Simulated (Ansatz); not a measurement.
**AlFH₂N radical + AlH₃O₃ + H₂O: a complex and its separated parts**

Aim: how far the complex at one end of a reaction step lies below its separated, relaxed parts, level by level.

Method: PBE0-D4/def2-TZVP structures, single points in def2-TZVPP, no counterpoise correction; program: Ansatz 0.2.0, Gaussian basis.

Levels: SPW92, PBE-D4, BLYP-D4, r2SCAN-D4, B97M-V, PBE0-D4, B3LYP-D4, r2SCAN0-D4, BHLYP-D4, CAM-B3LYP-D4, wB97X-V, wB97M-V, B2PLYP, PBE-QIDH, RPA on PBE, Hartree-Fock, MP2, CCSD, CCSD(T).

Correlated methods freeze the cores. Orbitals are unrestricted. B3LYP uses VWN-RPA correlation. B2PLYP carries no dispersion term here.

113 further runs of the same task are left out: 113 set aside as unsound or not needed.

### 1 Where the work starts

The complex: 15 atoms, charge 0, spin multiplicity 2.

Atoms are counted from 1 here; the program's logs count them from 0.

Bond lengths: Al1–O2 1.810 Å, Al1–O4 1.818 Å, Al1–F6 1.655 Å, Al1–N8 1.809 Å, O2–Al3 1.839 Å, O2–H9 0.986 Å, Al3–O4 1.881 Å, Al3–O5 1.713 Å, O4–H11 0.955 Å, O5–H12 0.955 Å, H7–O10 0.987 Å, N8–H13 1.010 Å, N8–H14 1.011 Å, O10–H15 0.959 Å. Angles: O2–Al1–O4 82.5°, O2–Al1–F6 117.2°, O2–Al1–N8 108.1°, O4–Al1–F6 112.0°, O4–Al1–N8 118.9°, F6–Al1–N8 114.4°, Al1–O2–Al3 99.5°, Al1–O2–H9 113.7°, Al3–O2–H9 126.6°, O2–Al3–O4 80.1°, O2–Al3–O5 109.4°, O4–Al3–O5 108.8°, Al1–O4–Al3 97.7°, Al1–O4–H11 130.7°, Al3–O4–H11 128.3°, Al3–O5–H12 121.6°, Al1–N8–H13 119.0°, Al1–N8–H14 119.2° and more.

As a file:

```xyz
15

Al   -1.04837   -0.70035   -0.13156
O     0.38158   -0.27086   -1.15548
Al   -0.18118    1.35941   -1.79449
O    -1.70381    0.85195   -0.81361
O     0.62705    2.61201   -0.95098
F    -1.94701   -2.01030   -0.59731
H     1.33439   -1.05414    1.20366
N    -0.51175   -0.73896    1.59566
H     1.24804   -0.46738   -0.72834
O     2.15634   -0.99704    0.66009
H    -2.60360    1.15579   -0.91743
H     0.98178    3.37361   -1.40549
H    -0.94671   -1.39479    2.22878
H    -0.37505    0.13261    2.08987
H     2.58829   -1.85164    0.71632
```

Its parts: AlFH₂N radical holds atoms 1, 6, 8, 13, 14; AlH₃O₃ holds atoms 2, 3, 4, 5, 9, 11, 12; H₂O holds atoms 7, 10, 15. Each part counts its atoms afresh in its own runs.

### 2 Relaxing AlFH₂N radical alone

relax-a/in.yaml reads:

```yaml
crystal:
  periodic: [false, false, false]
  atoms:
    - {symbol: Al, position_ang: [-1.048373, -0.700350, -0.131555]}
    - {symbol: F, position_ang: [-1.947008, -2.010295, -0.597306]}
    - {symbol: N, position_ang: [-0.511748, -0.738965, 1.595661]}
    - {symbol: H, position_ang: [-0.946707, -1.394789, 2.228779]}
    - {symbol: H, position_ang: [-0.375047, 0.132605, 2.089872]}
basis:
  gaussian: {orbitals: def2-TZVP}
magnetization: {spin_polarized: true, initial_magnetization: 1}
hamiltonian: {xc: pbe0, dispersion: d4}
relax: {f_tol: 0.005, max_steps: 200}
```

Started as:

```
$ ansatz run in.yaml --threads 4 --pin off --events-out ev --progress --plain --max-ram 46080MiB --backend cpu
```

The runs that follow: Relaxing AlH₃O₃ alone; Relaxing H₂O alone; SPW92/def2-TZVPP; PBE-D4/def2-TZVPP; BLYP-D4/def2-TZVPP; r2SCAN-D4/def2-TZVPP; B97M-V/def2-TZVPP; PBE0-D4/def2-TZVPP; B3LYP-D4/def2-TZVPP; r2SCAN0-D4/def2-TZVPP; BHLYP-D4/def2-TZVPP; CAM-B3LYP-D4/def2-TZVPP; wB97X-V/def2-TZVPP; wB97M-V/def2-TZVPP; B2PLYP/def2-TZVPP; PBE-QIDH/def2-TZVPP; RPA on PBE/def2-TZVPP; CCSD(T)/def2-TZVPP; CCSD(T)/def2-QZVPP; Vibrations of AlFH₂N radical; Vibrations of AlH₃O₃; Vibrations of H₂O.

Q: Predict the outcome of this session. Wanted: complex less parts, CCSD(T)/def2-TZVPP; with zero-point energy; largest T1 diagnostic.

As calculated:

```
                              quantity           value
complex less parts, CCSD(T)/def2-TZVPP  -69.8 kcal/mol
                with zero-point energy  -64.5 kcal/mol
                 largest T1 diagnostic           0.014
```

What this shows: At CCSD(T) the complex lies 69.8 kcal/mol below its parts. PBE-D4 is the best functional here (+0.2 kcal/mol from CCSD(T)); SPW92 is the worst (-15.8 kcal/mol). Mean unsigned error by rung: LDA 15.8, GGA 2.3, meta-GGA 1.7, hybrid 2.6, range-separated hybrid 1.0, double hybrid 2.9 kcal/mol. PBE-D4 gives a relative energy 0.2 kcal/mol too high, inside chemical accuracy (1 kcal/mol). No counterpoise was applied, and triple zeta lacks some correlation, so the CCSD(T) reference has a basis error of its own, and close matches with it are partly luck.
